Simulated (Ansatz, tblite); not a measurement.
# BEt2(CN) (C₅H₁₀BN): spin-state energies by level

Aim: set other spin states of BEt2(CN) (C₅H₁₀BN) against its singlet, on many levels of theory.

Program: Ansatz 0.2.0, Gaussian basis. Level of theory: as each input shows. These are calculated values, not measurements.

Levels to be run: triplet, at the geometry of the singlet (GFN1-xTB, GFN2-xTB, PBE0-D4/def2-TZVP, PBE-D4/def2-TZVP, r2SCAN-D4/def2-TZVP); the singlet's energies come from earlier runs.

2 further runs of the same task are left out: 2 set aside as unsound or not needed.

## Step 1: The relaxed structure

The singlet was relaxed beforehand with PBE-D4/def2-SVP.

17 atoms, charge 0, spin multiplicity 1.

Bond lengths: B1–C2 1.570 Å, B1–C9 1.570 Å, B1–C16 1.555 Å, C2–C3 1.533 Å, C2–H4 1.113 Å, C2–H5 1.123 Å, C3–H6 1.109 Å, C3–H7 1.109 Å, C3–H8 1.109 Å, C9–C10 1.533 Å, C9–H11 1.112 Å, C9–H12 1.123 Å, C10–H13 1.109 Å, C10–H14 1.109 Å, C10–H15 1.109 Å, C16–N17 1.176 Å. Angles: C2–B1–C9 122.7°, C2–B1–C16 118.7°, C9–B1–C16 118.6°, B1–C2–C3 119.2°, B1–C2–H4 109.9°, B1–C2–H5 101.0°, C3–C2–H4 112.1°, C3–C2–H5 109.8°, H4–C2–H5 103.1°, C2–C3–H6 112.1°, C2–C3–H7 111.2°, C2–C3–H8 111.5°, H6–C3–H7 107.3°, H6–C3–H8 107.7°, H7–C3–H8 106.8°, B1–C9–C10 119.1°, B1–C9–H11 110.1°, B1–C9–H12 100.9° and more.

## Step 2: Triplet at the fixed geometry, GFN1-xTB

Tight binding, by tblite at 300 K electronic temperature and without a spin-polarisation term:

```python
tblite.interface.Calculator('GFN1-xTB', numbers, positions, charge=0, uhf=2).singlepoint()
```

Energy -555.0826 eV; 0.026 s.

## Step 3: Triplet at the fixed geometry, GFN2-xTB

Tight binding, by tblite at 300 K electronic temperature and without a spin-polarisation term:

```python
tblite.interface.Calculator('GFN2-xTB', numbers, positions, charge=0, uhf=2).singlepoint()
```

Energy -537.7948 eV; 0.017 s.

## Step 4: Triplet at the fixed geometry, PBE0-D4/def2-TZVP

in.yaml reads:

```yaml
crystal:
  periodic: [false, false, false]
  atoms:
    - {symbol: B, position_ang: [-0.054175, -0.095219, -0.004924]}
    - {symbol: C, position_ang: [1.426334, -0.077601, 0.517653]}
    - {symbol: C, position_ang: [1.934082, -1.250398, 1.363662]}
    - {symbol: H, position_ang: [1.649279, 0.905600, 0.988977]}
    - {symbol: H, position_ang: [1.995383, -0.031689, -0.449867]}
    - {symbol: H, position_ang: [3.021370, -1.176786, 1.567136]}
    - {symbol: H, position_ang: [1.416728, -1.290465, 2.344150]}
    - {symbol: H, position_ang: [1.749044, -2.222401, 0.862997]}
    - {symbol: C, position_ang: [-0.837576, 1.213288, -0.378649]}
    - {symbol: C, position_ang: [-1.984527, 1.131629, -1.392329]}
    - {symbol: H, position_ang: [-0.122315, 2.029724, -0.622450]}
    - {symbol: H, position_ang: [-1.240764, 1.514439, 0.625653]}
    - {symbol: H, position_ang: [-2.537832, 2.088936, -1.472749]}
    - {symbol: H, position_ang: [-1.606249, 0.883526, -2.405083]}
    - {symbol: H, position_ang: [-2.713202, 0.342040, -1.118541]}
    - {symbol: C, position_ang: [-0.775690, -1.464361, -0.156542]}
    - {symbol: N, position_ang: [-1.319889, -2.500273, -0.269095]}
basis:
  gaussian: {orbitals: def2-TZVP}
magnetization: {spin_polarized: true, initial_magnetization: 2}
hamiltonian: {xc: pbe0, dispersion: d4}
scf: {omitted_lower_state_checks: [starts]}
output: {orbitals: {seedname: orbitals}}
```

Command:

```bash
$ ansatz run in.yaml --threads 4 --pin off --events-out ev --progress --plain --max-ram 4787MiB
```

The program printed:

```text
Functional definition: PBE0
  name "PBE0"
  cite "Adamo & Barone, J. Chem. Phys. 110, 6158 (1999) doi:10.1063/1.478522"
  cite "Perdew, Burke & Ernzerhof, Phys. Rev. Lett. 77, 3865 (1996) doi:10.1103/PhysRevLett.77.3865"
  parent pbe
  parameter a = 0.25
  parameter kappa = 0.804
  parameter beta = 0.06672455060314922
  exchange = (1 - a)*pbe_x(kappa = kappa, mu = beta*pi^2/3) + a*exact_x
  correlation = pbe_c(beta = beta)
these checks for a lower state are left out or cut short: starts
1664 factors; their error is unknown
mean field evaluation 1: about -7491.0929 eV, gradient 5.1e1 eV
mean field evaluation 2: about -7488.5852 eV, gradient 5.4e1 eV
mean field evaluation 4: about -7502.9313 eV, gradient 8.4e0 eV
mean field evaluation 8: about -7503.3356 eV, gradient 3.8e-1 eV
mean field evaluation 16: about -7503.3217 eV, gradient 1.3e-2 eV
mean field evaluation 32: about -7503.3217 eV, gradient 5.2e-5 eV
mean field -7503.32173380 eV, -275.7419877831 hartree, gradient 1.5e-5 eV, S^2 2.020599; 0 other end points of the search recorded, 0 dependent functions left out
reference -7503.32177244 eV, -275.7419892030 hartree; 27, 25 occupied and 250, 252 virtual orbitals, 1664 factors
Total energy: -7503.61481468 eV, -275.7527583066 hartree
Checks for a lower state left out: starts
```

It took 23 s on 4 threads of Intel Xeon at 2.70GHz, shared host; peak memory 1.1 GiB.

From the report: HOMO -4.21 eV, LUMO -6.67 eV (over both spins; with the spin held, an empty level of the minority spin lies below the top filled one); ⟨S²⟩ 2.021 (pure: 2.00).

## Step 5: Triplet at the fixed geometry, PBE-D4/def2-TZVP

start.molden holds the orbitals of an earlier run on this state, given as this run's starting guess.

in.yaml, as its differences from that of step 4:

```diff
@@ -21,5 +21,5 @@
 basis:
-  gaussian: {orbitals: def2-TZVP}
+  gaussian: {orbitals: def2-TZVP, initial_orbitals: start.molden}
 magnetization: {spin_polarized: true, initial_magnetization: 2}
-hamiltonian: {xc: pbe0, dispersion: d4}
+hamiltonian: {xc: pbe, dispersion: d4}
 scf: {omitted_lower_state_checks: [starts]}
```

Same command.

The program printed:

```text
Functional definition: PBE
  name "PBE"
  cite "Perdew, Burke & Ernzerhof, Phys. Rev. Lett. 77, 3865 (1996) doi:10.1103/PhysRevLett.77.3865"
  parent pbe
  parameter kappa = 0.804
  parameter beta = 0.06672455060314922
  exchange = pbe_x(kappa = kappa, mu = beta*pi^2/3)
  correlation = pbe_c(beta = beta)
these checks for a lower state are left out or cut short: starts
1664 factors; their error is unknown
mean field evaluation 1: about -7502.6476 eV, gradient 7.2e0 eV
mean field evaluation 2: about -7502.7938 eV, gradient 1.9e-1 eV
mean field evaluation 4: about -7502.7413 eV, gradient 7.1e-3 eV
mean field evaluation 8: about -7502.7413 eV, gradient 1.1e-5 eV
mean field -7502.74129220 eV, -275.7206569478 hartree, gradient 1.2e-5 eV, S^2 2.006789; 0 other end points of the search recorded, 0 dependent functions left out
reference -7502.74134511 eV, -275.7206588920 hartree; 27, 25 occupied and 250, 252 virtual orbitals, 1664 factors
Total energy: -7503.08534454 eV, -275.7333006381 hartree
Checks for a lower state left out: starts
```

It took 9 s on 4 threads of Intel Xeon at 2.70GHz, shared host.

Report: HOMO -3.17 eV, LUMO -7.17 eV (over both spins; with the spin held, an empty level of the minority spin lies below the top filled one); ⟨S²⟩ 2.007 (pure: 2.00).

## Step 6: Triplet at the fixed geometry, r2SCAN-D4/def2-TZVP

in.yaml, as its differences from that of step 5:

```diff
@@ -23,3 +23,3 @@
 magnetization: {spin_polarized: true, initial_magnetization: 2}
-hamiltonian: {xc: pbe, dispersion: d4}
+hamiltonian: {xc: r2scan, dispersion: d4}
 scf: {omitted_lower_state_checks: [starts]}
```

Launched as before.

The program printed:

```text
Functional definition: r2SCAN
  name "r2SCAN"
  cite "Furness, Kaplan, Ning, Perdew & Sun, J. Phys. Chem. Lett. 11, 8208 (2020) doi:10.1021/acs.jpclett.0c02405"
  cite "Furness, Kaplan, Ning, Perdew & Sun, J. Phys. Chem. Lett. 11, 9248 (2020) doi:10.1021/acs.jpclett.0c03077"
  parent r2scan
  parameter k0 = 0.174
  parameter k1 = 0.065
  parameter a1 = 4.9479
  exchange = r2scan_x(k0 = k0, k1 = k1, a1 = a1)
  correlation = r2scan_c
these checks for a lower state are left out or cut short: starts
1664 factors; their error is unknown
mean field evaluation 1: about -7508.3655 eV, gradient 4.0e0 eV
mean field evaluation 2: about -7508.4235 eV, gradient 7.1e-2 eV
mean field evaluation 4: about -7508.3788 eV, gradient 2.2e-3 eV
mean field evaluation 8: about -7508.3788 eV, gradient 1.2e-5 eV
mean field -7508.37878824 eV, -275.9278311058 hartree, gradient 1.2e-5 eV, S^2 2.018103; 0 other end points of the search recorded, 0 dependent functions left out
reference -7508.37880577 eV, -275.9278317503 hartree; 27, 25 occupied and 250, 252 virtual orbitals, 1664 factors
Total energy: -7508.47371577 eV, -275.9313196281 hartree
Checks for a lower state left out: starts
```

Wall time 14 s (4 threads of Intel Xeon at 2.70GHz, shared host).

Report: HOMO -3.46 eV, LUMO -7.17 eV (over both spins; with the spin held, an empty level of the minority spin lies below the top filled one); ⟨S²⟩ 2.018 (pure: 2.00).

## Step 7: Triplet less singlet, vertical

The singlet's energies are those of its earlier runs, whose logs aren't repeated here.

| level | triplet less singlet, vertical (kJ/mol) | time |
| --- | --- | --- |
| GFN1-xTB | +391.0 | 0.044 s |
| GFN2-xTB | +336.4 | 0.028 s |
| PBE-D4/def2-TZVP | +395.8 | 13 s |
| r2SCAN-D4/def2-TZVP | +403.2 | 20 s |
| PBE0-D4/def2-TZVP | +434.0 | 28 s |

Times add the two runs; a level without a time comes out of a correlated run. Tight binding without a spin term can't rank spin states.

## Step 8: Results

```
                                                quantity                                       value
triplet less singlet, vertical, functionals in def2-TZVP  +395.8 (PBE-D4) to +434.0 kJ/mol (PBE0-D4)
```

**Reading.** All functionals put the triplet above the singlet, over a spread of 38.2 kJ/mol. The checks for a lower triplet were left out, so another state of that spin may lie lower. These are electronic energies, without zero-point motion, entropy or surroundings.
